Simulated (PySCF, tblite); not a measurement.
# C4H12B2S: geometry, infrared bands and NMR shifts

Wanted: the infrared bands and NMR shifts of C4H12B2S (`BC(B)SC(C)C`), by calculation.

The runs use tblite 0.8.0 and PySCF 2.14.0, with density-fitted response routines of our own; the level of theory stands in each step. All values are computed, except where a source is named. Atoms are numbered from 0 throughout.

### Step 1. Starting geometry

19 atoms, charge 0, multiplicity 1; geometry from: force field or distance geometry start.

Bonds of the start (Å): B0–C1 1.59, C1–B2 1.61, C1–S3 1.79, S3–C4 1.77, C4–C5 1.51, C4–C6 1.52, B0–H7 1.20, B0–H8 1.19, C1–H9 1.08, B2–H10 1.18, B2–H11 1.18, C4–H12 1.12, C5–H13 1.11, C5–H14 1.10, C5–H15 1.11, C6–H16 1.11, C6–H17 1.09, C6–H18 1.09.

### Step 2. Relaxing the molecule with GFN2-xTB

The job: settings as JSON, then the geometry in Å.

```
{"job": {"kind": "relax", "xc": "GFN2-xTB", "basis": "xTB"}, "charge": 0, "multiplicity": 1}
B      2.142900     1.384600    -0.218800
C      1.558300    -0.084200    -0.429400
B      2.802300    -1.086500    -0.207300
S      0.319200    -0.405800     0.818600
C     -1.355100    -0.536800     0.270800
C     -1.618200    -0.195300    -1.173400
C     -2.224100     0.415400     1.077100
H      1.691600     2.086300     0.637600
H      3.221500     1.624200    -0.653900
H      1.166600    -0.129500    -1.439400
H      3.849800    -0.863700    -0.702700
H      2.688700    -2.051600     0.470100
H     -1.769800    -1.560300     0.446100
H     -1.960600     0.852900    -1.330200
H     -0.791400    -0.464700    -1.848300
H     -2.495600    -0.817500    -1.465300
H     -2.604100    -0.179500     1.933400
H     -1.582800     1.245900     1.369100
H     -3.048900     0.775600     0.453800
```

Launch:

```bash
$ OMP_NUM_THREADS=1 python probes_run.py task.json out
```

One launch serves the whole session: the jobs run in the order shown.

**Question.** This job is followed by: GFN2-xTB harmonic vibrations, gas phase; GIAO PBE0/pcSseg-1 NMR shielding, non-relativistic, gas phase. Predict these results of the whole session: strongest single infrared mode (GFN2-xTB); zero-point energy (GFN2-xTB); ¹³C shifts against TMS (PBE0/pcSseg-1, means over atoms taken as alike); ¹H shifts against TMS (PBE0/pcSseg-1, means over atoms taken as alike); ¹¹B shifts against BF3·OEt2 (PBE0/pcSseg-1, means over atoms taken as alike); ³³S shifts against CS2 (PBE0/pcSseg-1).

The runs gave:

```
                                                                    quantity                       value
                                   strongest single infrared mode (GFN2-xTB)        829 cm⁻¹, 134 km/mol
                                                zero-point energy (GFN2-xTB)               95.0 kcal/mol
     ¹³C shifts against TMS (PBE0/pcSseg-1, means over atoms taken as alike)        68.4, 44.5, 32.4 ppm
      ¹H shifts against TMS (PBE0/pcSseg-1, means over atoms taken as alike)  7.62, 5.11, 2.55, 1.06 ppm
¹¹B shifts against BF3·OEt2 (PBE0/pcSseg-1, means over atoms taken as alike)                    80.1 ppm
                                      ³³S shifts against CS2 (PBE0/pcSseg-1)                     210 ppm
```

What this shows: The optimisation took 188 steps and gained 1.191 eV; among the close pairs (by a distance rule), S3–C4 changed most, from 1.767 to 1.842 Å. No mode is imaginary among the 51: a minimum at this level. The strongest single mode, at 829 cm⁻¹, is carried by H7, H8, B0. Unscaled tight-binding wavenumbers are off by several per cent, some by more. Its intensities can rank the bands wrongly. At PBE0/pcSseg-1: The widest tensor belongs to S3: span 401 ppm, with a paramagnetic part of -764 ppm.
